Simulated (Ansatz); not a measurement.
# TlAuCl3: the cost of one run

Method: DFT PBE, scalar-relativistic, plane waves, PAW, in Ansatz 0.2.0.

2 further runs of the same task are left out: 2 set aside as unsound or not needed. Runs told in other sessions of the task aren't counted.

## 1. The structure to begin with

The structure is cubic, space group Pm-3m (No. 221). Conventional cell: a = 4.914 Å, b = 4.914 Å, c = 4.914 Å, α = 90.00°, β = 90.00°, γ = 90.00°. Tl (site symmetry m-3m) is surrounded by 6 Cl at 2.46 Å. Au (site symmetry m-3m) is surrounded by 12 Cl at 3.47 Å. Cl (site symmetry 4/mmm) has 2 Tl at 2.46 Å and 4 Au at 3.47 Å in its first shell of neighbours.

Structure file:

```
Tl Au Cl
1.0
     4.91424    0.00000    0.00000
     0.00000    4.91424    0.00000
     0.00000    0.00000    4.91424
Tl Au Cl
1 1 3
Direct
  0.50000 0.50000 0.50000
  0.00000 0.00000 0.00000
  0.00000 0.50000 0.50000
  0.50000 0.00000 0.50000
  0.50000 0.50000 0.00000
```

This is candidate A: cubic perovskite type (Pm-3m, No. 221).

(A quick probe on a coarse mesh, which set the mesh and smearing, is not shown.)

## 3. Coarse relaxation (candidate A)

Contents of input.yaml:

```yaml
crystal:
  lattice:
    - [4.9142368867, 0.0, 0.0]
    - [0.0, 4.9142368867, 0.0]
    - [0.0, 0.0, 4.9142368867]
  atoms:
    - { symbol: Tl, position: [0.5, 0.5, 0.5] }
    - { symbol: Au, position: [0.0, 0.0, 0.0] }
    - { symbol: Cl, position: [0.0, 0.5, 0.5] }
    - { symbol: Cl, position: [0.5, 0.0, 0.5] }
    - { symbol: Cl, position: [0.5, 0.5, 0.0] }
basis:
  ecutwfc: 420
kpoints:
  mp_grid: { grid: [4, 4, 4] }
hamiltonian:
  xc: pbe
scf:
  occupations: { method: gaussian, width: 0.1 }
  lower_state_search: "off"
output:
  forces: true
  stress: true
  eigenvalues: true
relax:
  adjacent_minimum: "off"
  f_tol: 0.04
  max_steps: 70
  cell: { stress_tol: 0.4 }
```

Launch:

```
$ ansatz run input.yaml --threads 1 --pin off --max-ram 2560MiB --backend cpu --events-out ev --progress --plain --runs-dir out
```

**Question.** How long does this run take on 1 thread of Arm Neoverse V2, shared host, and how much memory does it need?

About 13 s, with a peak of 0.4 GiB.
